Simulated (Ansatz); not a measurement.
Predict the output of the script below (the Ansatz DFT code, driven from Python).

The script, `bde.py`:
```python
'''X-H bond energies of BBrGeH4 without relaxation.'''

import logging
import sys

import ansatz as az

logging.basicConfig(stream=sys.stdout, format='%(levelname)s:%(name)s:%(message)s')
logger = logging.getLogger('run')
logger.setLevel(logging.INFO)

SETTINGS = {
    'basis_set': 'def2-SVPD',
    'xc': 'b3lyp',
}


def single_point(molecule, charge=0, unpaired=0):
    calc = (
        molecule.calculation()
        .basis(gaussian=SETTINGS['basis_set'])
        .functional(SETTINGS['xc'])
    )
    if charge:
        calc = calc.charge(charge)
    if unpaired:
        calc = calc.spin('collinear', total=unpaired)
    return calc.run(threads=1, pin='off').report['free_energy_ev']

def without(molecule, index):
    rest = az.Crystal.molecule()
    for i, site in enumerate(molecule.cartesian_sites):
        if i != index:
            rest = rest.atom(site.symbol, site.position_ang)
    return rest


def main() -> None:
    molecule = (
        az.Crystal.molecule()
        .atom('B', (-0.9969, -0.1486, -0.6758))
        .atom('Ge', (0.6094, -0.1119, 0.4611))
        .atom('Br', (1.5649, 2.001, 0.3953))
        .atom('H', (-1.6187, -1.075, -0.7973))
        .atom('H', (-1.3657, 0.8742, -1.2713))
        .atom('H', (0.228, -0.4486, 1.9194))
        .atom('H', (1.6401, -1.1592, -0.0771))
    )

    whole = single_point(molecule, 0)
    hydrogen = single_point(az.Crystal.molecule().atom('H', (0, 0, 0)), 0, 1)
    logger.info(f'E(molecule) = {whole:.5f} eV, E(H) = {hydrogen:.5f} eV')
    for index in [4, 6]:
        radical = single_point(without(molecule, index), 0, 1)
        logger.info(f'H{index}: homolysis {(radical + hydrogen - whole):.3f} eV')


if __name__ == '__main__':
    main()
```

```console
$ python bde.py
INFO:run:E(molecule) = -127292.01715 eV, E(H) = -13.63995 eV
INFO:run:H4: homolysis 4.622 eV
INFO:run:H6: homolysis 3.358 eV
```

Reading the output:
- Total energies depend on the basis set; only differences at equal settings carry meaning.
- The geometry is a force-field or estimated start, not a minimum of this method, and the basis set is short of its limit. All parts are taken at fixed geometry, without zero-point energy.
- b3lyp holds the VWN-RPA fit, as in Gaussian; the form of ORCA and Turbomole is b3lyp5.
- The spin-orbit lowering of heavy atoms is left out.
- Wall time of the script: 30 s on 1 thread of Arm Neoverse V1 (shared host), peak memory 0.48 GiB.
